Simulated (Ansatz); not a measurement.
**CHBFNO: one species, many methods**

How much do the methods differ for CHBFNO? The plan is to run it at one geometry with functionals of several rungs and with coupled cluster. The yardstick is the atomisation energy at the CCSD(T) limit.

Method: functionals in def2-TZVPP, the program's frozen cores in correlated methods; program: Ansatz 0.2.0, Gaussian basis.

Plan: LDA (SPW92), PBE-D4, revPBE-D4, BLYP-D4, r2SCAN-D4, B97M-V, PBE0-D4, B3LYP-D4, r2SCANh-D4, r2SCAN0-D4, HSE06-D4, BHLYP-D4, CAM-B3LYP-D4, LC-ωPBE, ωB97X-V, ωB97M-V, B2PLYP, PBE-QIDH; CCSD(T)/def2-SVP; CCSD(T)/def2-TZVPP; MP2/def2-QZVPP; extrapolation to the limit; RPA on PBE.

## (1) The relaxed structure

All runs share one geometry, relaxed beforehand with PBE0-D4 in a triple-zeta def2 set.

SMILES `N=C1OB1F`, 6 atoms, charge 0, spin multiplicity 1.

Atoms are counted from 1 here; the program's logs count them from 0.

Bond lengths: N1–C2 1.233 Å, N1–H6 1.017 Å, C2–O3 1.477 Å, C2–B4 1.486 Å, O3–B4 1.341 Å, B4–F5 1.298 Å. Angles: C2–N1–H6 111.5°, N1–C2–O3 126.3°, N1–C2–B4 179.9°, O3–C2–B4 53.8°, C2–O3–B4 63.4°, C2–B4–O3 62.7°, C2–B4–F5 159.4°, O3–B4–F5 137.9°.

Geometry (Å):

```mol
CHBFNO
  3D, bonds by distance, orders not assigned

  6  6  0  0  0  0  0  0  0  0999 V2000
   -0.4401    0.2918    1.5020 N   0  0
   -0.1192    0.0737    0.3319 C   0  0
   -0.8458    0.5240   -0.8722 O   0  0
    0.2705   -0.1908   -1.0771 B   0  0
    0.9556   -0.6395   -2.0840 F   0  0
    0.2212   -0.1231    2.1532 H   0  0
  1  2  8  0
  2  3  8  0
  3  4  8  0
  4  5  8  0
  1  6  8  0
  2  4  8  0
M  END
```

## (2) LDA

This LDA is Slater exchange with PW92 correlation.

File in.yaml:

```yaml
crystal:
  periodic: [false, false, false]
  atoms:
    - {symbol: N, position_ang: [-0.440126, 0.291758, 1.502043]}
    - {symbol: C, position_ang: [-0.119202, 0.073724, 0.331894]}
    - {symbol: O, position_ang: [-0.845759, 0.524003, -0.872193]}
    - {symbol: B, position_ang: [0.270454, -0.190848, -1.077109]}
    - {symbol: F, position_ang: [0.955582, -0.639498, -2.084047]}
    - {symbol: H, position_ang: [0.221151, -0.123139, 2.153212]}
basis:
  gaussian: {orbitals: def2-TZVPP}
hamiltonian: {xc: lda}
output: {orbitals: {seedname: orbitals}}
```

The run is started by

```console
ansatz run in.yaml --threads 2 --pin off --events-out ev --progress --plain --max-ram 4352MiB
```

After this run come: PBE-D4 (GGA); revPBE-D4 (GGA); BLYP-D4 (GGA); r2SCAN-D4 (meta-GGA); B97M-V (meta-GGA); PBE0-D4 (hybrid); B3LYP-D4 (hybrid); r2SCANh-D4 (hybrid); r2SCAN0-D4 (hybrid); HSE06-D4 (hybrid); BHLYP-D4 (hybrid); CAM-B3LYP-D4 (range-separated); LC-ωPBE (range-separated); ωB97X-V (range-separated); ωB97M-V (range-separated); B2PLYP (double hybrid); PBE-QIDH (double hybrid); CCSD(T) in def2-SVP; CCSD(T) in def2-TZVPP; MP2 in def2-QZVPP; RPA on PBE orbitals.

Q: Predict the results of all the runs planned. Wanted: atomisation energy, CCSD(T)/CBS; farthest beyond LDA; mean size of error, GGA; mean size of error, meta-GGA; mean size of error, hybrid; mean size of error, range-separated; mean size of error, double hybrid; gap, smallest and largest; T1 diagnostic.

The runs gave:

| quantity | value |
| --- | --- |
| atomisation energy, CCSD(T)/CBS | 2720.2 kJ/mol |
| functionals within 13.6 kJ/mol (0.5 %) | r2SCANh-D4, B2PLYP, PBE-QIDH |
| farthest beyond LDA | PBE-D4 (+184.2 kJ/mol) |
| mean size of error, GGA | 113.2 kJ/mol |
| mean size of error, meta-GGA | 44.9 kJ/mol |
| mean size of error, hybrid | 56.3 kJ/mol |
| mean size of error, range-separated | 37.4 kJ/mol |
| mean size of error, double hybrid | 4.5 kJ/mol |
| gap, smallest and largest | 4.20 eV (LDA (SPW92)), 11.99 eV (LC-ωPBE) |
| T1 diagnostic | 0.0161 |
| triples share of the correlation energy | 4.2 % |

In words: LDA overbinds by 584.9 kJ/mol (22 %). PBE-D4 misses by +184.2 kJ/mol. Double hybrids carry the basis error of their MP2 part in triple zeta, and no dispersion term here, so their miss is partly the set-up's. Taken by rung, double hybrid functionals do best (4.5 kJ/mol on average) and GGA ones worst beyond LDA (113.2 kJ/mol). Misses under about 13.6 kJ/mol are within the doubt on the reference itself, which lacks core-valence correlation, relativity and higher excitations. Hartree-Fock recovers 66 % of the binding; the rest is correlation. CCSD(T) in def2-SVP is off by -144.5 kJ/mol, so the small basis spoils what the method gains. Orbital gaps span 4.2 to 12.0 eV; exact exchange widens them.
